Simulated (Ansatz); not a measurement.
Predict the output of the script below (Ansatz 0.2.0, Python API).

Input file `geh4p.xyz`:
```text
6

P    -1.20460   -0.26820    0.60800
Ge    1.03870    0.11380    0.40130
H    -1.56050    1.11710    0.35350
H    -1.35880   -0.67640   -0.77760
H     1.78370   -1.24080    0.28890
H     1.30140    0.95450   -0.87410
```

`geh4p.py`:
```python
# -*- coding: utf-8 -*-
"""GeH4P(-) at several levels of theory."""

import ansatz as az

geh4p = az.Crystal.molecule_from_extxyz("geh4p.xyz")

calc = geh4p.calculation().basis(gaussian="def2-SVP").charge(-1)

methods = ["mp2", "ccsd", "ccsd_t"]
reports = [calc.correlation(m).run().report for m in methods]
print(f"Hartree-Fock reference {reports[0]['reference_energy_ev'] / 27.211386246:.6f} Ha")
best = reports[-1]["free_energy_ev"] - reports[-1]["reference_energy_ev"]
for method, each in zip(methods, reports):
    gained = each["free_energy_ev"] - each["reference_energy_ev"]
    print(f"{method:8s} total {each['free_energy_ev'] / 27.211386246:.6f} Ha  correlation {gained:9.4f} eV  ({100 * gained / best:.1f} % of the last)")
```

```console
$ python geh4p.py
Hartree-Fock reference -2418.025183 Ha
mp2      total -2418.391276 Ha  correlation   -9.9619 eV  (89.6 % of the last)
ccsd     total -2418.421879 Ha  correlation  -10.7946 eV  (97.1 % of the last)
ccsd_t   total -2418.433688 Ha  correlation  -11.1160 eV  (100.0 % of the last)
```

What to keep in mind:
- Total energies depend on the basis set; only differences at equal settings carry meaning.
- The geometry is a force-field or estimated start, not a minimum of this method, and the basis set is short of its limit. A lower total doesn't mark the better method: functionals have no common bound, and MP2 and coupled cluster aren't variational.
- Inner cores stay frozen; a filled d shell under the valence of the heavier atoms is correlated with it.
- Anions want diffuse functions, which this basis lacks.
- Hardware and time: 5.3 s on 1 thread of Arm Neoverse V1 (shared host), peak memory 0.22 GiB.
